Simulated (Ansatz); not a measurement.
# LiLaCdAs2: the cost of one run

Program: Ansatz 0.2.0. Level of theory: DFT PBE, scalar-relativistic, plane waves, PAW, unless a step names another level. These are calculated values, not measurements.

## Step 1: The structure to begin with

It takes space group P3m1 (No. 156, trigonal). The conventional cell has a = 4.431 Å, b = 4.431 Å, c = 7.148 Å, α = 90.00°, β = 90.00°, γ = 120.00°. Li (site symmetry 3m) is surrounded by 4 As at 2.71 to 2.81 Å. Around La (site symmetry 3m) lie 6 As at 3.05 to 3.11 Å. Around Cd (site symmetry 3m) lie 4 As at 2.69 to 2.76 Å. As (site symmetry 3m) has 1 Cd at 2.69 Å and 3 Li at 2.71 Å and 3 La at 3.05 Å as nearest neighbours. As (site symmetry 3m) has 3 Cd at 2.76 Å and 1 Li at 2.81 Å and 3 La at 3.11 Å as nearest neighbours.

Coordinates:

```cif
data_structure
_symmetry_space_group_name_H-M 'P 1'
_symmetry_Int_Tables_number 1
_cell_length_a 4.4312
_cell_length_b 4.4312
_cell_length_c 7.1477
_cell_angle_alpha 90.000
_cell_angle_beta 90.000
_cell_angle_gamma 120.000
_cell_volume 121.54
loop_
_atom_site_label
_atom_site_type_symbol
_atom_site_fract_x
_atom_site_fract_y
_atom_site_fract_z
_atom_site_occupancy
Li1 Li 0.66667 0.33333 0.36772 1
La1 La 0.00000 0.00000 0.01005 1
Cd1 Cd 0.33333 0.66667 0.61828 1
As1 As 0.33333 0.66667 0.24243 1
As2 As 0.66667 0.33333 0.76152 1
```

It came out lowest among 28 distinct ends of the trial cells. At a tolerance of 0.02 Å it has space group P3m1 (No. 156).

## Step 2: Tight relaxation for the response runs, on the response runs' mesh and smearing

Contents of input.yaml:

```yaml
crystal:
  lattice:
    - [4.4311673686, 0.0, 0.0]
    - [-2.2155836843, 3.8375035096, 0.0]
    - [0.0, 0.0, 7.1476813542]
  atoms:
    - { symbol: Li, position: [0.6666666667, 0.3333333333, 0.3677223749] }
    - { symbol: La, position: [0.0, 0.0, 0.010051425] }
    - { symbol: Cd, position: [0.3333333333, 0.6666666667, 0.6182759685] }
    - { symbol: As, position: [0.3333333333, 0.6666666667, 0.242427387] }
    - { symbol: As, position: [0.6666666667, 0.3333333333, 0.7615238346] }
basis:
  ecutwfc: 420
kpoints:
  mp_grid: { grid: [6, 6, 4] }
hamiltonian:
  xc: pbe
scf:
  occupations: { method: fixed }
output:
  forces: true
  stress: true
  eigenvalues: true
relax:
  adjacent_minimum: "off"
  f_tol: 0.001
  max_steps: 60
  cell: { stress_tol: 0.01 }
```

On the command line:

```bash
> ansatz run input.yaml --threads 3 --pin off --max-ram 7680MiB --backend cpu --events-out ev --progress --plain --runs-dir out
```

**Question.** How long does this run take on 3 threads of Intel Xeon at 2.70GHz, shared host, and how much memory does it need?

About 23 s, with a peak of 0.52 GiB.
